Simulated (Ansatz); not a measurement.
**BHLYP/cc-pVDZ run of SiCl4 (SMILES Cl[Si](Cl)(Cl)Cl)**

What is the electronic atomisation energy of SiCl4 at BHLYP/cc-pVDZ? 

The results are computed with Ansatz 0.2.0.

43 further runs of the same task are left out: 3 that didn't finish, 40 set aside as unsound or not needed.

### 1 The structure to begin with

SiCl4 has 5 atoms, charge 0, and is taken as a singlet. As SMILES, `Cl[Si](Cl)(Cl)Cl`. The shape is that of a PBE0-D4/def2-TZVP optimisation.

Bond lengths: Cl1–Si2 2.021 Å, Si2–Cl3 2.022 Å, Si2–Cl4 2.022 Å, Si2–Cl5 2.021 Å. Angles: Cl1–Si2–Cl3 109.5°, Cl1–Si2–Cl4 109.5°, Cl1–Si2–Cl5 109.5°, Cl3–Si2–Cl4 109.5°, Cl3–Si2–Cl5 109.5°, Cl4–Si2–Cl5 109.5°.

### 2 A single-point energy at BHLYP/cc-pVDZ

Input file molecule.yaml:

```yaml
crystal:
  periodic: [false, false, false]
  atoms:
    - {symbol: Cl, position_ang: [-0.962600, -0.087600, 1.762300]}
    - {symbol: Si, position_ang: [0.010000, -0.014700, -0.008300]}
    - {symbol: Cl, position_ang: [1.655400, -1.185900, 0.078100]}
    - {symbol: Cl, position_ang: [-1.212100, -0.676900, -1.476100]}
    - {symbol: Cl, position_ang: [0.559300, 1.891400, -0.397500]}
basis:
  gaussian:
    orbitals: cc-pVDZ
hamiltonian:
  xc: {name: BHLYP}
accuracy: high
output:
  orbitals: {seedname: orbitals}
```

Run with:

```
$ ansatz run molecule.yaml --threads 1 --pin off --max-ram 3480MiB --events-out events.jsonl --progress --plain --runs-dir runs
```

What it wrote:

```text
Warning: RAYON_NUM_THREADS=1 ignored (pool sized by the plan → 1); use --threads N
Functional definition: BHLYP
  name "BHLYP"
  parameter a = 0.5
  exchange = (1 - a)*b88_x + a*exact_x
  correlation = lyp_c
2011 factors; integrals over basis functions are off by at most 3.0e-9 eV
mean field evaluation 1: about -57972.7034 eV, gradient 2.0e1 eV
mean field evaluation 2: about -57972.8297 eV, gradient 1.9e1 eV
mean field evaluation 4: about -57973.7739 eV, gradient 3.5e-1 eV
mean field evaluation 8: about -57974.1465 eV, gradient 2.3e-2 eV
mean field evaluation 16: about -57974.1465 eV, gradient 5.2e-6 eV
mean field -57974.14654962 eV, -2130.5105894108 hartree, gradient 9.0e-8 eV, S^2 0.000000; 0 other end points of the search recorded, 0 dependent functions left out
reference -57974.14657710 eV, -2130.5105904207 hartree; 41, 41 occupied and 49, 49 virtual orbitals, 2011 factors
Total energy: -57974.14657710 eV, -2130.5105904207 hartree
```

Wall time 7.2 s (1 thread of Intel Xeon 6975P-C (Granite Rapids), shared host); peak memory 0.39 GiB.

### 3 The Cl atom

Input file molecule.yaml:

```yaml
crystal:
  periodic: [false, false, false]
  atoms:
    - {symbol: Cl, position_ang: [0.000000, 0.000000, 0.000000]}
basis:
  gaussian:
    orbitals: cc-pVDZ
magnetization:
  spin_polarized: true
  initial_magnetization: 1
hamiltonian:
  xc: {name: BHLYP}
accuracy: high
```

Run the same way, it converges to -460.14991 Eh (log not shown).

### 4 The Si atom at the same level

Input file in.yaml:

```yaml
crystal:
  periodic: [false, false, false]
  atoms:
    - {symbol: Si, position_ang: [0.000000, 0.000000, 0.000000]}
basis:
  gaussian: {orbitals: cc-pVDZ}
total_charge: 0
magnetization: {spin_polarized: true, initial_magnetization: 2}
hamiltonian: {xc: {name: BHLYP}}
accuracy: high
```

Run with:

```
$ ansatz run in.yaml --threads 1 --pin off --max-ram 3480MiB --events-out events.jsonl --progress --plain --runs-dir runs
```

What it wrote:

```text
Warning: RAYON_NUM_THREADS=1 ignored (pool sized by the plan → 1); use --threads N
[... 5 set-up lines as earlier in the session ...]
144 factors; integrals over basis functions are off by at most 3.2e-9 eV
mean field evaluation 1: about -7874.2347 eV, gradient 2.2e0 eV
mean field evaluation 2: about -7874.2947 eV, gradient 5.4e-1 eV
mean field evaluation 4: about -7874.3040 eV, gradient 1.1e-1 eV
mean field evaluation 8: about -7874.3042 eV, gradient 4.1e-4 eV
mean field -7874.30420862 eV, -289.3753422716 hartree, gradient 5.1e-8 eV, S^2 2.004545; 0 other end points of the search recorded, 0 dependent functions left out
reference -7874.30422321 eV, -289.3753428080 hartree; 8, 6 occupied and 10, 12 virtual orbitals, 144 factors
Total energy: -7874.30422321 eV, -289.3753428080 hartree
```

It took 0.28 s on 1 thread of Intel Xeon 6975P-C (Granite Rapids), shared host.

### 5 What came out

At BHLYP/cc-pVDZ:

```
                     quantity           value
       molecule: total energy  -2130.51059 Eh
        molecule: HOMO energy       -10.77 eV
        molecule: LUMO energy         0.62 eV
      molecule: HOMO–LUMO gap        11.39 eV
        Cl atom: total energy   -460.14991 Eh
                Cl atom: ⟨S²⟩           0.753
        Si atom: total energy   -289.37534 Eh
                Si atom: ⟨S²⟩           2.005
electronic atomisation energy       14.575 eV
```

What this shows: Taking the molecule apart into free atoms costs 14.58 eV (336 kcal/mol), before zero-point energy and without spin-orbit coupling.
